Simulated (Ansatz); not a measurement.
# WSiH₂ (triplet): wave-function methods side by side at a displaced geometry (v1), def2-SVP

The task here is to estimate one member of a computed series from the others.

Program: Ansatz 0.2.0, Gaussian basis. Level of theory: def2-SVP, core rule «outside noble gas», up to 9 orbitals frozen. These are calculated values, not measurements.

To be run: UHF; CCSD(T) on ROHF; CCSD(T) on UHF; CISD as a restricted active space (open shells left free, so some higher excitations enter); CCSDT(Q) on ROHF; CCSDT(Q) on UHF.

25 further runs of the same task are left out: 3 for a known fault of the program, 5 that didn't finish, 17 set aside as unsound or not needed. Runs told in other sessions of the task aren't counted.

## What is computed

The geometry is a PBE0/def2-TZVP stationary point (not a proven minimum) with its atoms shifted at random (size 0.040 Å). No spin-orbit coupling is included. Elements past krypton take def2 core potentials.

4 atoms, charge 0, spin multiplicity 3.

Atoms are counted from 1 here; the program's logs count them from 0.

Bond lengths: W1–Si2 2.328 Å, Si2–H3 1.567 Å, Si2–H4 1.505 Å. Angles: W1–Si2–H3 125.2°, W1–Si2–H4 126.3°, H3–Si2–H4 108.6°.

Set-up of the first run:

in.yaml

```yaml
crystal:
  periodic: [false, false, false]
  atoms:
    - {symbol: W, position_ang: [0.000149, 0.002008, 0.335932]}
    - {symbol: Si, position_ang: [-0.000684, -0.014134, -1.991624]}
    - {symbol: H, position_ang: [0.047280, 1.259829, -2.902939]}
    - {symbol: H, position_ang: [-0.055497, -1.232291, -2.873136]}
basis:
  gaussian: {orbitals: def2-SVP}
magnetization: {spin_polarized: true, initial_magnetization: 2}
hamiltonian: {xc: hf}
output: {orbitals: {seedname: orbitals}}
```

Started as:

```bash
ansatz run in.yaml --threads 1 --pin off --events-out ev --progress --plain --max-ram 2393MiB
```

Steps of the session up to this table: UHF; CCSD(T) on ROHF; CCSD(T) on UHF; CISD as a restricted active space (open shells left free, so some higher excitations enter); CCSDT(Q) on ROHF; CCSDT(Q) on UHF.

One table of the session follows, with a row left open; its other results are not shown here.

It belongs to the step «Misses and costs». 

```
   method  from RCCSDT(Q) (kcal/mol)
     ROHF                    +181.98
     RMP2                     +32.29
     UMP2                     +41.52
     CISD                     +35.08
    RCCSD                          ?
    UCCSD                      +5.78
 RCCSD(T)                      +3.12
 UCCSD(T)                     -10.22
   RCCSDT                      +1.37
   UCCSDT                     -22.46
RCCSDT(Q)                          0
UCCSDT(Q)                     -25.89
```

Estimate the missing values for RCCSD.

As computed: from RCCSDT(Q) (kcal/mol): +13.11. In the column «from RCCSDT(Q) (kcal/mol)» it lies between UCCSD (+5.78) and RMP2 (+32.29).

Left out of the table: UHF (another determinant or state than the rows shown).

To keep in mind: The determinant of HF (⟨S²⟩ 3.61) is far from a pure spin state, so its energy mixes those of several spin states; that is harmless only where they are near-degenerate. The determinant of CCSD(T) (⟨S²⟩ 3.77) is far from a pure spin state, so its energy mixes those of several spin states; high orders of coupled cluster remove much of that, low ones don't. The determinant of CCSDT(Q) (⟨S²⟩ 3.77) is far from a pure spin state, so its energy mixes those of several spin states; high orders of coupled cluster remove much of that, low ones don't. The program flags UCCSD(T), UCCSDT(Q) as in doubt, so read those rows with care; the flags are other amplitudes. Warnings: spin contamination; coupled cluster took another determinant than the lowest; large T1 diagnostic. Restricted and unrestricted rows rest on different reference determinants; a gap between their highest levels can come from leftover correlation error, from unlike frozen cores or from another state.
